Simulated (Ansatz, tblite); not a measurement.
# The cluster Sn2O6: charged states by level of theory

What does removing or adding an electron cost or gain for the cluster Sn2O6? Each charged state is run at several levels.

Program: Ansatz 0.2.0, Gaussian basis. Level of theory: as each input shows. These are calculated values, not measurements.

Levels to be run: charge +1 doublet, at the geometry of the singlet (PBE0-D4/def2-TZVP, PBE-D4/def2-TZVP, ωB97X-V/def2-TZVP, CCSD(T)/def2-SVP); charge -1 doublet, at the geometry of the singlet (PBE0-D4/def2-TZVPD, PBE-D4/def2-TZVPD); the starting singlet's energies come from earlier runs.

4 further runs of the same task are left out: 1 that didn't finish, 3 set aside as unsound or not needed.

### Step 1. The relaxed structure

The singlet was relaxed beforehand with B3LYP-D4/def2-SVP. At that level it is the lowest of the isomers that a small search found.

8 atoms, charge 0, spin multiplicity 1.

Atoms are counted from 1 here; the program's logs count them from 0.

Bond lengths: Sn1–O4 2.351 Å, Sn1–O6 2.013 Å, Sn1–O7 2.351 Å, Sn2–O4 2.288 Å, Sn2–O6 2.026 Å, Sn2–O7 2.288 Å, O3–O5 1.417 Å, O3–O8 1.416 Å, O4–O5 1.432 Å, O7–O8 1.432 Å. Angles: O4–Sn1–O6 75.6°, O4–Sn1–O7 69.3°, O6–Sn1–O7 75.6°, O4–Sn2–O6 76.8°, O4–Sn2–O7 71.5°, O6–Sn2–O7 76.8°, O5–O3–O8 109.3°, Sn1–O4–Sn2 85.2°, Sn1–O4–O5 114.7°, Sn2–O4–O5 110.2°, O3–O5–O4 107.0°, Sn1–O6–Sn2 102.1°, Sn1–O7–Sn2 85.2°, Sn1–O7–O8 114.7°, Sn2–O7–O8 110.2°, O3–O8–O7 107.0°.

Sn takes a core potential in the def2 sets. No spin-orbit coupling is included.

### Step 2. Charge +1 doublet at the fixed geometry, PBE0-D4/def2-TZVP

The input, in.yaml:

```yaml
crystal:
  periodic: [false, false, false]
  atoms:
    - {symbol: Sn, position_ang: [1.525190, 1.090724, -0.044135]}
    - {symbol: Sn, position_ang: [-0.339922, -0.649733, 1.786885]}
    - {symbol: O, position_ang: [-0.631041, -0.056465, -1.704839]}
    - {symbol: O, position_ang: [0.720122, -1.113068, -0.187104]}
    - {symbol: O, position_ang: [-0.241270, -1.331672, -1.225464]}
    - {symbol: O, position_ang: [1.321169, 0.507577, 1.871480]}
    - {symbol: O, position_ang: [-0.798916, 1.030679, 0.303856]}
    - {symbol: O, position_ang: [-1.555332, 0.521969, -0.800679]}
basis:
  gaussian: {orbitals: def2-TZVP}
total_charge: 1
magnetization: {spin_polarized: true, initial_magnetization: 1}
hamiltonian: {xc: pbe0, dispersion: d4}
scf: {omitted_lower_state_checks: [starts]}
output: {orbitals: {seedname: orbitals}}
```

Started as:

```
$ ansatz run in.yaml --threads 4 --pin off --events-out ev --progress --plain --max-ram 8704MiB
```

Log:

```text
Functional definition: PBE0
  name "PBE0"
  cite "Adamo & Barone, J. Chem. Phys. 110, 6158 (1999) doi:10.1063/1.478522"
  cite "Perdew, Burke & Ernzerhof, Phys. Rev. Lett. 77, 3865 (1996) doi:10.1103/PhysRevLett.77.3865"
  parent pbe
  parameter a = 0.25
  parameter kappa = 0.804
  parameter beta = 0.06672455060314922
  exchange = (1 - a)*pbe_x(kappa = kappa, mu = beta*pi^2/3) + a*exact_x
  correlation = pbe_c(beta = beta)
these checks for a lower state are left out or cut short: starts
1828 factors; their error is unknown
mean field evaluation 1: about -23900.0456 eV, gradient 7.9e1 eV
mean field evaluation 2: about -23680.7109 eV, gradient 2.0e2 eV
mean field evaluation 4: about -23917.8191 eV, gradient 3.4e1 eV
mean field evaluation 8: about -23922.7569 eV, gradient 5.3e-1 eV
mean field evaluation 16: about -23922.9414 eV, gradient 2.9e-2 eV
mean field evaluation 32: about -23922.9414 eV, gradient 3.3e-5 eV
mean field -23922.94142988 eV, -879.1518819959 hartree, gradient 3.6e-6 eV, S^2 0.761950; 0 other end points of the search recorded, 0 dependent functions left out
reference -23922.94146172 eV, -879.1518831660 hartree; 46, 45 occupied and 240, 241 virtual orbitals, 1828 factors
Total energy: -23923.23064048 eV, -879.1625102897 hartree
Checks for a lower state left out: starts
```

Wall time 26 s (4 threads of Arm Neoverse V1, shared host); peak memory 1.4 GiB.

HOMO -12.78 eV, LUMO -10.71 eV (over both spins); ⟨S²⟩ 0.762 (pure: 0.75).

### Step 3. Charge +1 doublet at the fixed geometry, PBE-D4/def2-TZVP

start.molden holds the orbitals of an earlier run on this state, given as this run's starting guess.

Edit in.yaml of step 2 so:

```diff
@@ -12,6 +12,6 @@
 basis:
-  gaussian: {orbitals: def2-TZVP}
+  gaussian: {orbitals: def2-TZVP, initial_orbitals: start.molden}
 total_charge: 1
 magnetization: {spin_polarized: true, initial_magnetization: 1}
-hamiltonian: {xc: pbe0, dispersion: d4}
+hamiltonian: {xc: pbe, dispersion: d4}
 scf: {omitted_lower_state_checks: [starts]}
```

Same command.

Log:

```text
Functional definition: PBE
  name "PBE"
  cite "Perdew, Burke & Ernzerhof, Phys. Rev. Lett. 77, 3865 (1996) doi:10.1103/PhysRevLett.77.3865"
  parent pbe
  parameter kappa = 0.804
  parameter beta = 0.06672455060314922
  exchange = pbe_x(kappa = kappa, mu = beta*pi^2/3)
  correlation = pbe_c(beta = beta)
these checks for a lower state are left out or cut short: starts
1682 factors; their error is unknown
mean field evaluation 1: about -23924.6175 eV, gradient 9.8e0 eV
mean field evaluation 2: about -23924.9537 eV, gradient 4.4e-1 eV
mean field evaluation 4: about -23924.9405 eV, gradient 2.8e-1 eV
mean field evaluation 8: about -23924.9406 eV, gradient 1.7e-5 eV
mean field -23924.94063540 eV, -879.2253514439 hartree, gradient 1.1e-5 eV, S^2 0.752744; 0 other end points of the search recorded, 0 dependent functions left out
reference -23924.94068075 eV, -879.2253531105 hartree; 46, 45 occupied and 240, 241 virtual orbitals, 1682 factors
Total energy: -23925.28276554 eV, -879.2379244943 hartree
Checks for a lower state left out: starts
```

Wall time 10 s (4 threads of Arm Neoverse V1, shared host).

HOMO -11.31 eV, LUMO -11.08 eV (over both spins); ⟨S²⟩ 0.753 (pure: 0.75).

### Step 4. Charge +1 doublet at the fixed geometry, ωB97X-V/def2-TZVP

Edit in.yaml of step 3 so:

```diff
@@ -15,3 +15,3 @@
 magnetization: {spin_polarized: true, initial_magnetization: 1}
-hamiltonian: {xc: pbe, dispersion: d4}
+hamiltonian: {xc: {name: wB97X-V}}
 scf: {omitted_lower_state_checks: [starts]}
```

Launched as before.

Log (excerpt; [...] marks lines left out):

```text
Functional definition: wB97X-V
  name "wB97X-V"
  cite "Mardirossian & Head-Gordon, Phys. Chem. Chem. Phys. 16, 9904 (2014) doi:10.1039/C3CP54374A"
  cite "Becke, J. Chem. Phys. 107, 8554 (1997) doi:10.1063/1.475007"
  cite "Vydrov & Van Voorhis, J. Chem. Phys. 133, 244103 (2010) doi:10.1063/1.3521275"
[...]
      + integral(e_c_pw_opposite_spin*poly(b97_u_opposite, cos0, cos1)) + vv10(b, c)
[...]
1770 factors; their error is unknown
330 factors; integrals over basis functions are off by at most 8.3e-6 eV
[...]
mean field -23929.92503818 eV, -879.4085248675 hartree, gradient 1.9e-5 eV, S^2 0.768618; 0 other end points of the search recorded, 0 dependent functions left out
reference -23929.92503626 eV, -879.4085247967 hartree; 46, 45 occupied and 240, 241 virtual orbitals, 1770 factors
Total energy: -23929.92503626 eV, -879.4085247967 hartree
Checks for a lower state left out: starts
```

It took 1.8 min on 4 threads of Arm Neoverse V1, shared host; peak memory 2.6 GiB.

HOMO -15.07 eV, LUMO -9.21 eV (over both spins); ⟨S²⟩ 0.769 (pure: 0.75).

### Step 5. Charge +1 doublet at the fixed geometry, CCSD(T)/def2-SVP

Edit in.yaml of step 4 so:

```diff
@@ -12,7 +12,7 @@
 basis:
-  gaussian: {orbitals: def2-TZVP, initial_orbitals: start.molden}
+  gaussian: {orbitals: def2-SVP, initial_orbitals: start.molden}
 total_charge: 1
 magnetization: {spin_polarized: true, initial_magnetization: 1}
-hamiltonian: {xc: {name: wB97X-V}}
-scf: {omitted_lower_state_checks: [starts]}
+correlation: {method: ccsd_t}
+scf: {omitted_lower_state_checks: [starts, cluster_reference]}
 output: {orbitals: {seedname: orbitals}}
```

Launched as before.

Log (excerpt; [...] marks lines left out):

```text
Functional definition: HF
  name "HF"
  cite "Fock, Z. Phys. 61, 126 (1930) doi:10.1007/BF01340294"
  parent pbe
[...]
1462 factors; integrals over basis functions are off by at most 3.9e-4 eV
[...]
mean field -23806.58010893 eV, -874.8756823235 hartree, gradient 2.7e-6 eV, S^2 0.844977; 0 other end points of the search recorded, 0 dependent functions left out
14 core orbitals not correlated: weight in the atoms' cores, before any rotation towards them, 1.000 or more for the frozen orbitals, at most 0.000 for the correlated occupied ones
reference -23806.58010893 eV, -874.8756823235 hartree; 32, 31 occupied and 90, 91 virtual orbitals, 1462 factors
second order -34.99775162 eV of doubles, -0.00000000 eV of singles
cycle   1  -34.03908693 eV  change    9.6e-1 eV  update   2.2e-1
[...]
cycle  19  -36.17656540 eV  change   -3.1e-5 eV  update   7.4e-5
perturbative correction -1.59909258 eV, -0.0587655685 hartree
Total energy: -23844.35576691 eV, -876.2639121491 hartree
Checks for a lower state left out: starts, cluster_reference
```

It took 5.7 min on 4 threads of Arm Neoverse V1, shared host; peak memory 3.5 GiB.

Report: Hartree-Fock HOMO -15.95 eV, LUMO -7.51 eV (over both spins); ⟨S²⟩ 0.845 (pure: 0.75); T1 0.046. Doubts: large T1 diagnostic.

### Step 6. Vertical ionisation energy

Charged state less starting state, singlet to doublet; the starting state's energies are those of its earlier runs.

| level | vertical ionisation energy (eV) | time |
| --- | --- | --- |
| HF/def2-SVP† | +8.78 |  |
| PBE-D4/def2-TZVP | +8.52 | 16 s |
| PBE0-D4/def2-TZVP | +8.95 | 34 s |
| ωB97X-V/def2-TZVP | +9.26 | 2.1 min |
| MP2/def2-SVP† | +9.64 |  |
| CCSD/def2-SVP† | +9.05 |  |
| CCSD(T)/def2-SVP† | +8.89 | 6.7 min |

Times add the two runs; a level without a time comes out of a correlated run. † marks a level with a doubtful state (flagged, unstable, out of aufbau order, or strongly spin-contaminated); such levels are left out of the summary. CCSD(T)/def2-SVP is no safe reference here (large T1 diagnostic).

Beside −ε(HOMO) of the starting state:

| level | −ε(HOMO) (eV) | by difference (eV) | mismatch (eV) |
| --- | --- | --- | --- |
| PBE-D4/def2-TZVP | 5.95 | 8.52 | -2.57 |
| PBE0-D4/def2-TZVP | 7.16 | 8.95 | -1.79 |
| ωB97X-V/def2-TZVP | 9.32 | 9.26 | +0.06 |

### Step 7. Charge -1 doublet at the fixed geometry, PBE0-D4/def2-TZVPD

Edit in.yaml of step 5 so:

```diff
@@ -12,7 +12,7 @@
 basis:
-  gaussian: {orbitals: def2-SVP, initial_orbitals: start.molden}
-total_charge: 1
+  gaussian: {orbitals: def2-TZVPD}
+total_charge: -1
 magnetization: {spin_polarized: true, initial_magnetization: 1}
-correlation: {method: ccsd_t}
-scf: {omitted_lower_state_checks: [starts, cluster_reference]}
+hamiltonian: {xc: pbe0, dispersion: d4}
+scf: {omitted_lower_state_checks: [starts]}
 output: {orbitals: {seedname: orbitals}}
```

Same command.

Log (excerpt; [...] marks lines left out):

```text
Functional definition: PBE0
  name "PBE0"
  cite "Adamo & Barone, J. Chem. Phys. 110, 6158 (1999) doi:10.1063/1.478522"
  cite "Perdew, Burke & Ernzerhof, Phys. Rev. Lett. 77, 3865 (1996) doi:10.1103/PhysRevLett.77.3865"
  parent pbe
[...]
2080 factors; their error is unknown
[...]
mean field -23932.37465832 eV, -879.4985467471 hartree, gradient 7.8e-6 eV, S^2 0.755318; 0 other end points of the search recorded, 0 dependent functions left out
reference -23932.37469551 eV, -879.4985481136 hartree; 47, 46 occupied and 305, 306 virtual orbitals, 2080 factors
Total energy: -23932.70109405 eV, -879.5105430388 hartree
Checks for a lower state left out: starts
```

It took 60 s on 4 threads of Arm Neoverse V1, shared host; peak memory 2.3 GiB.

Report: HOMO 1.05 eV, LUMO 2.28 eV (over both spins); ⟨S²⟩ 0.755 (pure: 0.75). Doubts: highest occupied level lies above zero.

### Step 8. Charge -1 doublet at the fixed geometry, PBE-D4/def2-TZVPD

Edit in.yaml of step 7 so:

```diff
@@ -12,6 +12,6 @@
 basis:
-  gaussian: {orbitals: def2-TZVPD}
+  gaussian: {orbitals: def2-TZVPD, initial_orbitals: start.molden}
 total_charge: -1
 magnetization: {spin_polarized: true, initial_magnetization: 1}
-hamiltonian: {xc: pbe0, dispersion: d4}
+hamiltonian: {xc: pbe, dispersion: d4}
 scf: {omitted_lower_state_checks: [starts]}
```

Launched as before.

Log:

```text
Functional definition: PBE
  name "PBE"
  cite "Perdew, Burke & Ernzerhof, Phys. Rev. Lett. 77, 3865 (1996) doi:10.1103/PhysRevLett.77.3865"
  parent pbe
  parameter kappa = 0.804
  parameter beta = 0.06672455060314922
  exchange = pbe_x(kappa = kappa, mu = beta*pi^2/3)
  correlation = pbe_c(beta = beta)
these checks for a lower state are left out or cut short: starts
1912 factors; their error is unknown
mean field evaluation 1: about -23933.7367 eV, gradient 9.9e0 eV
mean field evaluation 2: about -23934.0694 eV, gradient 4.1e-1 eV
mean field evaluation 4: about -23934.0519 eV, gradient 3.0e-1 eV
mean field evaluation 8: about -23934.0521 eV, gradient 1.0e-4 eV
mean field -23934.05205757 eV, -879.5601900324 hartree, gradient 8.4e-6 eV, S^2 0.752857; 0 other end points of the search recorded, 0 dependent functions left out
reference -23934.05210489 eV, -879.5601917714 hartree; 47, 46 occupied and 305, 306 virtual orbitals, 1912 factors
Total energy: -23934.43817517 eV, -879.5743795928 hartree
Checks for a lower state left out: starts
```

It took 21 s on 4 threads of Arm Neoverse V1, shared host; peak memory 0.92 GiB.

Report: HOMO 1.54 eV, LUMO 1.81 eV (over both spins); ⟨S²⟩ 0.753 (pure: 0.75). Doubts: highest occupied level lies above zero.

### Step 9. Vertical electron affinity

Starting state less charged state (positive: the electron is bound), singlet to doublet; the starting state's energies are those of its earlier runs.

| level | vertical electron affinity (eV) | time |
| --- | --- | --- |
| PBE-D4/def2-TZVPD | +0.50 | 29 s |
| PBE0-D4/def2-TZVPD | +0.40 | 73 s |

Times add the two runs; a level without a time comes out of a correlated run.

Beside −ε(LUMO) of the starting state:

| level | −ε(LUMO) (eV) | by difference (eV) | mismatch (eV) |
| --- | --- | --- | --- |
| PBE-D4/def2-TZVPD | 2.59 | 0.50 | +2.09 |
| PBE0-D4/def2-TZVPD | 1.84 | 0.40 | +1.44 |

### Step 10. Results

```
                                             quantity                               value
 vertical ionisation energy, functionals in def2-TZVP  8.52 (PBE-D4) to 9.26 eV (ωB97X-V)
vertical electron affinity, functionals in def2-TZVPD  0.40 (PBE0-D4) to 0.50 eV (PBE-D4)
```

In words: The vertical ionisation energy spans 8.52 to 9.26 eV over the functionals. −ε(HOMO) misses the level's own difference by +0.06 eV at best (ωB97X-V) and -2.57 eV at worst (PBE-D4). The vertical electron affinity spans 0.40 to 0.50 eV over the functionals. The anion's highest level lies above zero where self-interaction lifts it, so diffuse functions weigh on these values. −ε(LUMO) misses the level's own difference by +1.44 eV at best (PBE0-D4) and +2.09 eV at worst (PBE-D4).
